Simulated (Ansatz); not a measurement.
**Sb: single points about a listed cell**

Aim: see how energy, forces, stress and gap of Sb answer to distortions that keep the symmetry. Nothing is relaxed unless a step says so.

Method: DFT PBEsol, scalar-relativistic, plane waves, PAW, in Ansatz 0.2.0.

## Step 1: The starting structure

The structure is tetragonal, space group I4/mcm (No. 140). Conventional cell: a = 8.060 Å, b = 8.060 Å, c = 4.051 Å, α = 90.00°, β = 90.00°, γ = 90.00°. Sb (site symmetry m2m) has 7 Sb at 3.03 to 3.45 Å as nearest neighbours.

Structure file:

```cif
data_structure
_symmetry_space_group_name_H-M 'I4/mcm'
_symmetry_Int_Tables_number 140
_cell_length_a 8.0600
_cell_length_b 8.0600
_cell_length_c 4.0510
_cell_angle_alpha 90.000
_cell_angle_beta 90.000
_cell_angle_gamma 90.000
_cell_volume 263.17
loop_
_atom_site_label
_atom_site_type_symbol
_atom_site_symmetry_multiplicity
_atom_site_Wyckoff_symbol
_atom_site_fract_x
_atom_site_fract_y
_atom_site_fract_z
_atom_site_occupancy
Sb1 Sb 8 h 0.15126 0.34874 0.50000 1
```

The structure comes from the Materials Project (structure only).

## Step 2: A change within the space group

The change: strain xx, yy, zz, yz, xz, xy = +6.0, +6.0, +0.0, +0.0, +0.0, +0.0 %; atoms moved by 0.03 Å root mean square, at most 0.03 Å.

input.yaml reads:

```yaml
crystal:
  lattice:
    - [-4.2721336838, 4.2721336838, 2.0256487427]
    - [4.2721336838, -4.2721336838, 2.0256487427]
    - [4.2721336838, 4.2721336838, -2.0256487427]
  atoms:
    - { symbol: Sb, position: [0.3461050359, 0.1538949641, 0.5] }
    - { symbol: Sb, position: [0.8461050359, 0.3461050359, 0.1922100717] }
    - { symbol: Sb, position: [0.6538949641, 0.8461050359, 0.5] }
    - { symbol: Sb, position: [0.1538949641, 0.6538949641, 0.8077899283] }
basis:
  ecutwfc: 420
kpoints:
  mp_grid: { grid: [12, 12, 12] }
hamiltonian:
  xc: pbesol
scf:
  occupations: { method: gaussian, width: 0.1 }
output:
  forces: true
  stress: true
  eigenvalues: true
```

Started as:

```console
$ ansatz run input.yaml --threads 1 --pin off --max-ram 1331MiB --backend cpu --events-out ev --progress --plain --runs-dir out
```

## Step 3: A distortion that keeps the symmetry

input.yaml reads:

```yaml
crystal:
  lattice:
    - [-3.9444535183, 3.9444535183, 2.0128679216]
    - [3.9444535183, -3.9444535183, 2.0128679216]
    - [3.9444535183, 3.9444535183, -2.0128679216]
  atoms:
    - { symbol: Sb, position: [0.3355774193, 0.1644225807, 0.5] }
    - { symbol: Sb, position: [0.8355774193, 0.3355774193, 0.1711548386] }
    - { symbol: Sb, position: [0.6644225807, 0.8355774193, 0.5] }
    - { symbol: Sb, position: [0.1644225807, 0.6644225807, 0.8288451614] }
basis:
  ecutwfc: 420
kpoints:
  mp_grid: { grid: [12, 12, 12] }
hamiltonian:
  xc: pbesol
scf:
  occupations: { method: gaussian, width: 0.1 }
output:
  forces: true
  stress: true
  eigenvalues: true
```

What does the calculation give? Wanted: for each run, case; energy; pressure; largest force.

**Answer**, as computed:

```
step                                  case  energy (meV/atom)  pressure (GPa)  largest force (eV/Å)  gap on the mesh (eV)
   2       a change within the space group               +0.0            -4.6                  0.23                  0.00
   3  a distortion that keeps the symmetry               -4.0             3.0                  1.08                  0.00
```

Energies are counted from step 2, with the smearing taken to zero. A gap of 0.00 means none on the mesh at this level.

What this shows: Among the distorted cells of the listed formula and level the largest force, 1.08 eV/Å, comes in step 3, shared by 4 atoms. The distorted cells of the listed formula and level show no gap on the mesh. The runs treat Sb without spin-orbit coupling.
